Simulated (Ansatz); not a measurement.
# Ir: an axial (c/a) deformation path

One table from this session's results is given with a row withheld; the runs are named, their logs left out.

This is Ir in the hcp structure; at room conditions it is fcc.

Program: Ansatz 0.2.0. Level of theory: DFT r2SCAN, scalar-relativistic, plane waves, PAW. These are calculated values, not measurements.

### The starting structure

The structure is hexagonal, space group P6_3/mmc (No. 194). Conventional cell: a = 2.751 Å, b = 2.751 Å, c = 4.462 Å, α = 90.00°, β = 90.00°, γ = 120.00°. Around Ir (site symmetry -6m2) lie 12 Ir at 2.74 to 2.75 Å.

As a file:

```
Ir
1.0
     2.75138    0.00000    0.00000
    -1.37569    2.38276    0.00000
     0.00000    0.00000    4.46229
Ir
2
Direct
  0.66667 0.33333 0.75000
  0.33333 0.66667 0.25000
```

It goes back to an entry of the Materials Project, which need not be the stable form.

The cell is taken as given, not relaxed at this level.

### The reference cell

The reference gives a free energy of -23897.2591 eV, pressure -8.78 GPa, largest force 0.000 eV/Å and gap on the mesh none (metal). It was computed beforehand with the settings of the runs below.

Set-up of the first run:

At fixed volume and fractional coordinates, lengths along (0.000, 0.000, 1.000) are scaled against those across it; ρ is that ratio over its starting value.

File input.yaml:

```yaml
crystal:
  lattice:
    - [2.904539376, 0.0, 0.0]
    - [-1.452269688, 2.5154048859, 0.0]
    - [0.0, 0.0, 4.004089181]
  atoms:
    - { symbol: Ir, position: [0.6666666667, 0.3333333333, 0.75] }
    - { symbol: Ir, position: [0.3333333333, 0.6666666667, 0.25] }
basis:
  ecutwfc: 500
kpoints:
  mp_grid: { grid: [24, 24, 12] }
hamiltonian:
  xc: r2scan
scf:
  occupations: { method: gaussian, width: 0.15 }
output:
  forces: true
  stress: true
  eigenvalues: true
```

Started as:

```bash
$ ansatz run input.yaml --threads 1 --pin off --max-ram 2560MiB --backend cpu --events-out ev --progress --plain --runs-dir out
```

Among the steps run: ρ = 0.850; At ρ = 1.200; At ρ = 0.920; ρ = 1.100; At ρ = 0.960; Point ρ = 1.050; At ρ = 0.800; At ρ = 1.300.

One table of the session follows, with a row left open; its other results are not shown here.

It belongs to the step «The scan collected». 

| ρ | ΔE (meV/atom) | pressure (GPa) |
| --- | --- | --- |
| 0.800 | 393.8 | 9.1 |
| 0.850 | 222.9 | 1.6 |
| 0.920 | 64.5 | -5.5 |
| 0.960 | 16.4 | -7.8 |
| 1.000 | 0.0 | -8.8 |
| 1.050 | 24.8 | -7.9 |
| 1.100 | 93.7 | -5.0 |
| 1.200 | ? | ? |
| 1.300 | 743.8 | 23.5 |

Estimate the missing values for ρ = 1.200.

Worked estimate for «ΔE (meV/atom)». A straight line through the neighbours (1.100, 93.7) and (1.300, 743.8) gives 93.7 + (743.8 − 93.7) × (1.200 − 1.100) / (1.300 − 1.100) = 418.7; a parabola fitted to 3 rows on both sides gives 343.8.

As computed: ΔE (meV/atom): 353.8; pressure (GPa): 6.2. In «ΔE (meV/atom)» the line misses by +64.9 and the parabola by -10.0.
